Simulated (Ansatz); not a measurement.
The same calculation of NaNbInWO₆, space group F-43m as a Python script and as an input file (the Ansatz DFT code, driven from Python).

`scf_nanbinwo6.py`
```python
# -*- coding: utf-8 -*-
from pathlib import Path
import warnings

import ansatz as az
import numpy as np
import pandas as pd


def main():
    warnings.simplefilter("ignore", az.DeckWarning)

    cell = (
        az.Lattice.fcc(8.05545)
        .space_group(216)
        .atom("Na", (0.25, 0.25, 0.25))
        .atom("Nb", (0.0, 0.0, 0.0))
        .atom("In", (0.25, 0.25, 0.75))
        .atom("W", (0.5, 0.0, 0.0))
        .atom("O", (0.25359, 0.0, 0.0))
        .primitive()
    )

    base = (
        cell.calculation()
        .hubbard("Nb", "d", u_eff=6.0)
        .hubbard("W", "d", u_eff=4.5)
        .mixing("anderson", beta=0.3)
        .functional(az.Functional.PBE)
        .kpoints(mesh=(3, 3, 3), shift=0.5)
        .occupations("cold", width=0.15)
        .xc_energy_on_converged_density(["blyp", "revpbe", "lda"])
        .band_table()
        .forces()
        .density()
        .potential()
        .electron_localization_function()
        .output_files(volumetric_format="npy")
    )
    def show(event):
        row = event["data"]
        if event["event"] == "scf_iter" and row.get("free_energy_ev") is not None:
            print(f"  iteration {row['iter']:3d}  F = {row['free_energy_ev']:.6f} eV  residual {row['dr2_ev']:.2e}")


    done = base.session().plan().execute(on_event=show)
    data = done.report

    n_atoms = len(data["lattice"]["sites"])
    print("F =", round(data["free_energy_ev"], 4), "eV for", n_atoms, "atoms")
    print("E(sigma -> 0) =", round(data["energy_sigma0_ev"], 4), "eV, TS =", round(data["entropy_ts_ev"], 5), "eV")
    print("closed by", data["closed_by"], "after", data["n_iterations"], "iterations")

    for entry in data.get("xc_energy_on_converged_density", []):
        print(entry["functional"], {k: round(v, 3) for k, v in entry.items() if isinstance(v, float)})

    edges = data.get("band_edges_ev")
    if edges:
        print(f"band edges on the mesh: {edges[0]:.3f} and {edges[1]:.3f} eV, gap {edges[1] - edges[0]:.3f} eV")
    else:
        print("no band edges reported; Fermi level", round(data["fermi_energy_ev"], 3), "eV")

    table = pd.DataFrame(data["forces_ev_ang"], columns=["fx", "fy", "fz"])
    table.insert(0, "atom", [site["symbol"] for site in data["lattice"]["sites"]])
    print(table.round(4).to_string())

    folder = Path(done.write_results("fields"))
    for name in sorted(p.name for p in folder.glob("*.npy")):
        field = np.load(folder / name)
        print(f"{name:16s} {str(field.shape):16s} min {field.min():10.4f}  mean {field.mean():10.4f}  max {field.max():10.4f}")


if __name__ == "__main__":
    main()
```

`python scf_nanbinwo6.py` gives:
```text
  iteration  15  F = -25419.667110 eV  residual 6.76e-08
F = -25419.6671 eV for 10 atoms
E(sigma -> 0) = -25419.6627 eV, TS = 0.01312 eV
closed by deck_thresholds after 15 iterations
blyp {'e_xc_with_core_ev': -18275.996}
revpbe {'e_xc_with_core_ev': -18236.644}
lda {'e_xc_with_core_ev': -17608.99}
no band edges reported; Fermi level 10.597 eV
  atom      fx      fy      fz
0   Na -0.0014 -0.0014 -0.0014
1   Nb  0.0490  0.0490  0.0490
2   In  0.0015  0.0015  0.0015
3    W -0.0310 -0.0310 -0.0310
4    O  0.2581  0.0068  0.0068
5    O  0.0068  0.0068  0.2581
6    O -0.0015 -0.0015 -0.2869
7    O -0.0015 -0.2869 -0.0015
8    O  0.0068  0.2581  0.0068
9    O -0.2869 -0.0015 -0.0015
elf.npy          (40, 40, 40)     min     0.0006  mean     0.2893  max     0.8337
rho.npy          (40, 40, 40)     min     0.0195  mean     0.6504  max    20.7581
v_es.npy         (40, 40, 40)     min   -91.6279  mean     4.3903  max    14.0480
v_tot.npy        (40, 40, 40)     min  -117.6211  mean    -6.2364  max     9.3595
```

`input.yaml`:
```yaml
crystal:
  lattice: { bravais: fcc, a: 8.05545 }
  space_group: 216
  atoms:
    - { symbol: Na, position: [0.25, 0.25, 0.25] }
    - { symbol: Nb, position: [0.0, 0.0, 0.0] }
    - { symbol: In, position: [0.25, 0.25, 0.75] }
    - { symbol: W, position: [0.5, 0.0, 0.0] }
    - { symbol: O, position: [0.25359, 0.0, 0.0] }
  reduce_to_primitive: true
kpoints:
  mp_grid: { grid: [3, 3, 3], shift: [0.5, 0.5, 0.5] }
hamiltonian:
  xc: pbe
  hubbard: [{ species: Nb, l: d, u_eff: 6.0 }, { species: W, l: d, u_eff: 4.5 }]
scf:
  mixing: { algorithm: anderson, beta: 0.3 }
  occupations: { method: cold, width: 0.15 }
output:
  write_density: true
  write_potential: true
  volumetric_format: npy
  elf: true
  xc_energy_on_converged_density: [blyp, revpbe, lda]
  forces: true
  eigenvalues: true
```

On the command line:
```console
$ ansatz run input.yaml --threads 1 --pin off --max-ram 3072MiB --backend cpu --events-out ev --progress --plain --runs-dir out
Warning: crystal.symmetry: narrowed to the stabiliser of the k-point mesh — unitary ops 24 → 6; excluded 18 operations that carry a point of the 3×3×3 mesh (shift [0.5, 0.5, 0.5]) off the mesh (the run samples exactly the mesh kpoints.mp_grid names, as under crystal.symmetry.detect: false, and its converged state has the mesh's symmetry, not the crystal's; ε∞, the Born charges and the force [...]
crystal.space_group: 216 is read as F-43m: the typed cell holds Na4Nb4In4W4O24 (Na 4c, Nb 4a, In 4d, W 4b, O 24f). Least distances (Å): Na–Na 5.696, Na–Nb 3.488, Na–In 4.028, Na–W 3.488, Na–O 2.848, Nb–Nb 5.696, Nb–In 3.488, Nb–W 4.028, Nb–O 2.043, In–In 5.696, In–W 3.488, In–O 2.848, W–W 5.696, W–O 1.985, O–O 2.807
crystal.space_group generates its sites in this order, which a site index counts, at these fractional coordinates of the primitive cell where crystal.reduce_to_primitive is true, and else of the cell that is read (crystal.supercell repeats the list replica by replica, and crystal.defects acts on that): 0: Na [0.250000, 0.250000, 0.250000]; 1: Nb [0.000000, [...]
Na: projections on atomic orbitals take those of the free atom [He] 2s2 2p6 3s1, of charge +0.00 (hamiltonian.pseudopotentials.projection_atoms); the dataset's partial waves leave at most 1.8e-8 of an orbital's norm unspanned inside its sphere
Nb: projections on atomic orbitals take those of the free atom [Ar 3d10] 4s2 4p6 4d4 5s1, of charge +0.00 (hamiltonian.pseudopotentials.projection_atoms); the dataset's partial waves leave at most 4.9e-6 of an orbital's norm unspanned inside its sphere
In: projections on atomic orbitals take those of the free atom [Kr] 4d10 5s2 5p1, of charge +0.00 (hamiltonian.pseudopotentials.projection_atoms); the dataset's partial waves leave at most 3.8e-6 of an orbital's norm unspanned inside its sphere
W: projections on atomic orbitals take those of the free atom [Kr 4d10 4f14] 5s2 5p6 5d4 6s2, of charge +0.00 (hamiltonian.pseudopotentials.projection_atoms); the dataset's partial waves leave at most 6.5e-5 of an orbital's norm unspanned inside its sphere
O: projections on atomic orbitals take those of the free atom [He] 2s2 2p4, of charge +0.00 (hamiltonian.pseudopotentials.projection_atoms); the dataset's partial waves leave at most 1.9e-8 of an orbital's norm unspanned inside its sphere
Engine: ansatz 0.2.0, x86_64-unknown-linux-gnu
Pseudopotentials: kind: paw
Pseudopotential: Na, paw, valence charge 9, recommended cutoff 420 eV (normal), Na.paw.azcp
Pseudopotential: Nb, paw, valence charge 13, recommended cutoff 420 eV (normal), Nb.paw.azcp
Pseudopotential: In, paw, valence charge 13, recommended cutoff 420 eV (normal), In.paw.azcp
Pseudopotential: W, paw, valence charge 14, recommended cutoff 420 eV (normal), W.paw.azcp
Pseudopotential: O, paw, valence charge 6, recommended cutoff 420 eV (normal), O.paw.azcp
Functional definition: PBE
  parameter kappa = 0.804
  parameter beta = 0.06672455060314922
  exchange = pbe_x(kappa = kappa, mu = beta*pi^2/3)
  correlation = pbe_c(beta = beta)
Crystal: 10 atoms, lattice volume = 130.680 Å³
Basis set: ecut = 420 eV, 2637 PW (Γ), exchange–correlation on 80×80×80 points (8 copies of the dense FFT grid, shifted against one another)
Bands: 53, of which v1, the nominal top of the filled ones, is band 43 counted from 1 (42 counted from 0)
Symmetry: 6 space group operations
k-points: 6 of 27 (time reversal used)
Non-local potential: Na, projectors of the file, l = 0: 3, l = 1: 2, l = 2: 1
Non-local potential: Nb, projectors of the file, l = 0: 3, l = 1: 2, l = 2: 2, l = 3: 1
Non-local potential: In, projectors of the file, l = 0: 2, l = 1: 2, l = 2: 2, l = 3: 2
Non-local potential: W, projectors of the file, l = 0: 3, l = 1: 2, l = 2: 2, l = 3: 1
Non-local potential: O, projectors of the file, l = 0: 2, l = 1: 2, l = 2: 1
PAW form: soft (Blöchl's): semilocal exchange-correlation on the pseudo side does not see the compensation charge
PAW one-centre angular grid: Na, 110 points (default); XC on 64 Gauss nodes
PAW one-centre angular grid: Nb, 590 points (default); XC on 64 Gauss nodes
PAW one-centre angular grid: In, 590 points (default); XC on 64 Gauss nodes
PAW one-centre angular grid: W, 590 points (default); XC on 64 Gauss nodes
PAW one-centre angular grid: O, 110 points (default); XC on 64 Gauss nodes
Initial density: superposition of atomic densities (chi_scale 0.1, normalization cell, long waves of neutral atoms under a Hubbard term (reshape's long-wave potential 0.03 eV rms, cloud 2.32 Å wide))
Initial wavefunctions: pseudopotential atomic-orbital guess
Functional: x = pbe(κ = 0.804, μ = 0.2195149727645171), c = pbe(β = 0.06672455060314922)
Listed functional: x = b88, c = lyp
Listed functional: x = revpbe(κ = 1.245, μ = 0.2195149727645171), c = pbe(β = 0.06672455060314922)
Listed functional: x = slater, c = lda
SCF iter   1: F=—  HF=-25423.805116 eV  |F-HF|=—  |Δ(HF+E_count)|=         —  Δρ=9.12e-2  dr2=1.69e1  ethr=3.10e-3  ⟨swp⟩=6.0  Hψ=1168  notcnv=0
preconditioner: auto → Resta (q_TF=auto, 2.540 Å⁻¹)  ε∞=4.7  [insulator: Δε(μ)=0.398 eV  Ē_g=13.112 eV  σ=0.150 eV  W_gap=0.65  n_scr=26 (ndim 8)  ℏωp=25.4 eV  f_vac=0.000  D(μ)=6.12/eV (n_scr^D=58)  ε∞_Penn≈4.7]
SCF iter   2: F=—  HF=-25420.758073 eV  |F-HF|=—  |Δ(HF+E_count)|=    3.05e0  S|Δr|=    0.00e0  Δρ=5.12e-2  dr2=4.64e0  ethr=3.10e-3  ⟨swp⟩=3.0  Hψ=698  notcnv=0  defer=21  κ⁻¹=1.0e0(r=1)
SCF iter   3: F=—  HF=-25419.815484 eV  |F-HF|=—  |Δ(HF+E_count)|=   9.43e-1  S|Δr|=    0.00e0  Δρ=2.81e-2  dr2=9.11e-1  ethr=3.10e-3  ⟨swp⟩=3.2  Hψ=607  notcnv=0  defer=19  κ⁻¹=3.1e-3(r=2)
SCF iter   4: F=—  HF=-25419.711286 eV  |F-HF|=—  |Δ(HF+E_count)|=   1.04e-1  S|Δr|=    0.00e0  Δρ=1.27e-2  dr2=2.72e-1  ethr=1.07e-3  ⟨swp⟩=2.5  Hψ=563  notcnv=0  defer=22  κ⁻¹=1.1e-3(r=3)
SCF iter   5: F=—  HF=-25419.671150 eV  |F-HF|=—  |Δ(HF+E_count)|=   4.01e-2  S|Δr|=    0.00e0  Δρ=6.29e-3  dr2=5.61e-2  ethr=3.20e-4  ⟨swp⟩=2.0  Hψ=538  notcnv=0  defer=22  κ⁻¹=2.3e-4(r=4)
SCF iter   6: F=—  HF=-25419.668002 eV  |F-HF|=—  |Δ(HF+E_count)|=   3.15e-3  S|Δr|=    0.00e0  Δρ=3.17e-3  dr2=1.91e-2  ethr=6.60e-5  ⟨swp⟩=2.0  Hψ=504  notcnv=0  defer=22  κ⁻¹=7.8e-5(r=5)
SCF iter   7: F=—  HF=-25419.666763 eV  |F-HF|=—  |Δ(HF+E_count)|=   1.24e-3  S|Δr|=    0.00e0  Δρ=1.17e-3  dr2=1.25e-3  ethr=2.25e-5  ⟨swp⟩=2.0  Hψ=449  notcnv=0  defer=22  κ⁻¹=6.5e-6(r=6)
SCF iter   8: F=—  HF=-25419.667038 eV  |F-HF|=—  |Δ(HF+E_count)|=   2.76e-4  S|Δr|=    0.00e0  Δρ=7.94e-4  dr2=1.15e-3  ethr=1.47e-6  ⟨swp⟩=2.0  Hψ=499  notcnv=0  defer=22  κ⁻¹=8.4e-7(r=7)
SCF iter   9: F=—  HF=-25419.667156 eV  |F-HF|=—  |Δ(HF+E_count)|=   1.18e-4  S|Δr|=    0.00e0  Δρ=4.48e-4  dr2=5.30e-4  ethr=1.35e-6  ⟨swp⟩=2.0  Hψ=415  notcnv=0  defer=22  κ⁻¹=3.4e-7(r=7)
SCF iter  10: F=—  HF=-25419.667089 eV  |F-HF|=—  |Δ(HF+E_count)|=   6.76e-5  S|Δr|=    0.00e0  Δρ=7.77e-5  dr2=6.47e-6  ethr=6.23e-7  ⟨swp⟩=2.0  Hψ=378  notcnv=0  defer=22  κ⁻¹=4.2e-7(r=7)
[... 2 lines left out ...]
SCF iter  13: F=—  HF=-25419.667109 eV  |F-HF|=—  |Δ(HF+E_count)|=   6.31e-7  S|Δr|=    0.00e0  Δρ=1.46e-5  dr2=1.38e-7  ethr=1.18e-10  ⟨swp⟩=17.5  Hψ=2372  notcnv=0  κ⁻¹=1.0e-7(r=7)
SCF iter  14: F=—  HF=-25419.667110 eV  |F-HF|=—  |Δ(HF+E_count)|=   3.56e-7  S|Δr|=    0.00e0  Δρ=1.22e-5  dr2=1.01e-7  ethr=1.18e-10  ⟨swp⟩=9.5  Hψ=2036  notcnv=0  κ⁻¹=2.1e-6(r=7)
SCF iter  15: F=-25419.667110 eV  HF=-25419.667110 eV  |F-HF|=6.43e-8  |Δ(HF+E_count)|=   3.23e-7  S|Δr|=    0.00e0  Δρ=9.74e-6  dr2=6.76e-8  ethr=1.18e-10  ⟨swp⟩=9.5  Hψ=2049  notcnv=0
SCF 1 converged in 15 iterations: F = -25419.667110 eV  dr2 = 6.76e-8
  greatest PAW one-centre occupation: 1.000 electrons in one spin orbital (limit 2), on the W atom at site 3 (counted from 0), in its partial waves of l = 0
SCF converged after 15 iterations
Stability not checked: this state was not tested for a lower state beside it, because cold or Methfessel-Paxton smearing, or corrected tetrahedra, fill the levels in a way that the test cannot read (fill_not_monotonic; see scf.lower_state_search)
Free energy (F): -25419.667110 eV
Harris-Foulkes:  -25419.667110 eV  (|F-HF|=6.43e-8)
Internal energy: -25419.653989 eV  (E = F + TS)
E sigma→0 (E₀):  -25419.662736 eV
Entropy (-TS):   -0.013121 eV (-1.312 meV/atom)
Fermi energy:    10.596918 eV
--- Per-component energies (eV) ---
  E_band       = -610.562550
  E_kinetic    = 2243.250580
  E_local      = -6075.018810  (includes V_loc(G=0)·N_el)
  E_nonlocal   = 879.156850
  E_hartree    = 2137.004126
  E_xc         = -1138.887825
  E_vxc        = -1164.247576  (∫ρ·V_xc dr)
  E_hubbard    = 11.622879  (on-site DFT+U / exact-exchange correction)
  E_vhub       = 5.624490  (the Hubbard potential's part of the band-sum identity)
  E_paw        = -16991.141188  (= ΣΔE_a)
  E_vpaw       = -773.352149  (= ΣTr[D̂ρ^β])
  E_aug_tail   = 0.014231  (compensation charges beyond the density's cutoff)
  E_ewald      = -6485.654830
  E_smearing   = -0.013121  (= −TS)
  E_closure    = 0.000000  (closes the sum)
  Σ components = -25419.667110   (vs F -25419.667110, Δ=0.00e0)
--- Forces (eV/Å), atoms counted from 1 ---
  atom   1  Na    -0.00142990    -0.00142990    -0.00142990
  atom   2  Nb     0.04903654     0.04903654     0.04903654
  atom   3  In     0.00150546     0.00150546     0.00150546
  atom   4  W     -0.03104241    -0.03104241    -0.03104241
  atom   5  O      0.25813792     0.00680265     0.00680265
  atom   6  O      0.00680265     0.00680265     0.25813792
  atom   7  O     -0.00146831    -0.00146831    -0.28687814
  atom   8  O     -0.00146831    -0.28687814    -0.00146831
  atom   9  O      0.00680265     0.25813792     0.00680265
  atom  10  O     -0.28687814    -0.00146831    -0.00146831
  max |Σ_I F_I| component: 1.84e-6 eV/Å
--- E_xc of listed functionals on the converged density (eV per cell; not total energies) ---
  on the closing iteration's output density plus the core of the run's pseudopotentials (for a meta-GGA, its output tau too, plus the cores' where a run under it adds that), as the run's own E_xc is; on PAW an entry holds the one-centre parts besides; self-consistent for pbe alone
  E_xc = -18275.996354  blyp
  E_xc = -18236.643613  revpbe
  E_xc = -17608.990019  lda
--- Band table (eV; the first three rows and the last of 6) ---
  k-point 0: bands = ["-66.0879", "-47.2620", "-41.7918", "-30.2557", "-30.2557", "-30.2379", "-23.3031", "-23.3031", "-23.2913", "-13.7050", "-13.7050", "-13.7050", "-9.1603", "-8.3000", "-8.3000", "-7.8428", "-7.7712", "-7.7712", "-3.0308", "-3.0308", "-3.0243", "-3.0172", "-3.0172", "3.1898", "3.1986", "3.1986", "3.7640", "3.8983", "3.8983", "5.1985", [...]
  k-point 1: bands = ["-66.0874", "-47.2619", "-41.7905", "-30.2560", "-30.2550", "-30.2374", "-23.3039", "-23.3030", "-23.2913", "-13.7082", "-13.7055", "-13.7055", "-8.8164", "-8.3545", "-8.1441", "-8.0860", "-7.9886", "-7.7958", "-3.0672", "-3.0572", "-3.0527", "-3.0320", "-3.0233", "3.1584", "3.7022", "4.1522", "4.2002", "4.4222", "4.5592", "4.5973", [...]
  k-point 2: bands = ["-66.0874", "-47.2619", "-41.7911", "-30.2558", "-30.2558", "-30.2374", "-23.3038", "-23.3032", "-23.2910", "-13.7075", "-13.7056", "-13.7048", "-8.9891", "-8.2908", "-8.2195", "-8.0838", "-7.8026", "-7.7745", "-3.0563", "-3.0527", "-3.0331", "-3.0309", "-3.0222", "3.1723", "3.1887", "3.5843", "4.1542", "4.3587", "4.4016", "4.6031", [...]
  k-point 5: bands = ["-66.0879", "-47.2620", "-41.7905", "-30.2550", "-30.2550", "-30.2379", "-23.3030", "-23.3030", "-23.2923", "-13.7082", "-13.7055", "-13.7055", "-8.6692", "-8.4012", "-8.0853", "-8.0853", "-7.9891", "-7.9891", "-3.0695", "-3.0695", "-3.0548", "-3.0196", "-3.0196", "3.7555", "4.1375", "4.1375", "4.3287", "4.4492", "4.4492", "4.6866", [...]
Occupation matrices written to <dir>
```

Notes:
- The settings weren't tested for convergence.
- The cell holds an odd number of electrons and is run without spin, so a magnetic state may lie lower.
- BLYP can be off by several per cent in the lattices of metals, and by several GPa in the pressure at a fixed cell.
- U, its shell and the double counting are chosen to explore, and aren't derived for this compound.
- For a metal this mesh is far too coarse, so the numbers only illustrate the procedure.
- The zero of the levels is a convention of the potentials, so an absolute Fermi energy is no work function.
- The mesh has less symmetry than the crystal, which the program warned of.
- A Hubbard U without spin forces both spins into the same orbitals, which can open a gap or pick a state that a spin-polarised run wouldn't.
- Densities and potentials on the grid are those of the valence electrons, and inside the cores they hang on the potentials used.
- This cell is a computed structure, which may not be the phase found in nature.
- Gaps and levels are Kohn-Sham values on a finite set of k-points, without spin-orbit coupling.
- The script silences the warnings on its input, which a real study should read.

(A comment or docstring line of the script was reworded after the run, the code is as it ran; lines on the test bed's own set-up are left out of the output.)
